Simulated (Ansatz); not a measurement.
# ClH3S3Zr: small, medium and large basis sets

Aim: see how fast density functionals converge with the basis set for ClH3S3Zr.

Computed with Ansatz 0.2.0, Gaussian basis. Level: one geometry, several basis sets.

The runs, in order: PBE0-D4/def2-SVP; ωB97M-V/def2-SVP; PBE0-D4/def2-QZVPP; ωB97M-V/def2-QZVPP; the functionals' def2-TZVPP values are taken from earlier runs.

## Step 1: Structure used throughout

All runs share one geometry, relaxed beforehand with PBE0-D4 in a triple-zeta def2 set. Zr takes the def2 core potential; no spin-orbit term is included.

SMILES `[SH][Zr]([SH])([SH])[Cl]`, 8 atoms, charge 0, spin multiplicity 1.

Atoms are counted from 1 here; the program's logs count them from 0.

Bond lengths: S1–Zr2 2.419 Å, S1–H6 1.350 Å, Zr2–S3 2.426 Å, Zr2–S4 2.417 Å, Zr2–Cl5 2.330 Å, S3–H7 1.349 Å, S4–H8 1.349 Å. Angles: Zr2–S1–H6 90.0°, S1–Zr2–S3 108.1°, S1–Zr2–S4 104.7°, S1–Zr2–Cl5 111.7°, S3–Zr2–S4 109.2°, S3–Zr2–Cl5 110.7°, S4–Zr2–Cl5 112.1°, Zr2–S3–H7 89.5°, Zr2–S4–H8 89.8°.

Geometry (Å):

```
S     0.13155    1.32892    1.74738
Zr   -0.42918   -0.35014    0.09938
S     0.12096    0.53297   -2.09192
S     1.03005   -2.21168    0.59651
Cl   -2.67897   -0.94690    0.20729
H    -0.94376    2.05541    1.37376
H     0.93422    1.43807   -1.51050
H     1.83514   -1.84666   -0.42190
```

## Step 2: PBE0-D4 in def2-SVP

File in.yaml:

```yaml
crystal:
  periodic: [false, false, false]
  atoms:
    - {symbol: S, position_ang: [0.131551, 1.328917, 1.747383]}
    - {symbol: Zr, position_ang: [-0.429182, -0.350141, 0.099382]}
    - {symbol: S, position_ang: [0.120957, 0.532972, -2.091925]}
    - {symbol: S, position_ang: [1.030051, -2.211680, 0.596511]}
    - {symbol: Cl, position_ang: [-2.678971, -0.946904, 0.207289]}
    - {symbol: H, position_ang: [-0.943763, 2.055409, 1.373764]}
    - {symbol: H, position_ang: [0.934220, 1.438066, -1.510505]}
    - {symbol: H, position_ang: [1.835138, -1.846660, -0.421899]}
basis:
  gaussian: {orbitals: def2-SVP}
hamiltonian: {xc: pbe0, dispersion: d4}
output: {orbitals: {seedname: orbitals}}
```

Command:

```sh
ansatz run in.yaml --threads 2 --pin off --events-out ev --progress --plain --max-ram 32768MiB --backend cpu
```

The runs that follow: ωB97M-V in def2-SVP; PBE0-D4 in def2-QZVPP; ωB97M-V in def2-QZVPP.

Before running them: what should the planned runs give, taken together? Wanted: PBE0-D4: double and triple zeta above quadruple; ωB97M-V: double and triple zeta above quadruple.

As calculated:

| quantity | value |
| --- | --- |
| PBE0-D4: double and triple zeta above quadruple | 17.29, 1.42 eV |
| ωB97M-V: double and triple zeta above quadruple | 17.08, 1.35 eV |

In words: For PBE0-D4 the step from double to triple zeta gains 15.87 eV and the next only 1.42 eV. These are total energies; as a rule much of such shifts cancels in differences, which this series doesn't test.
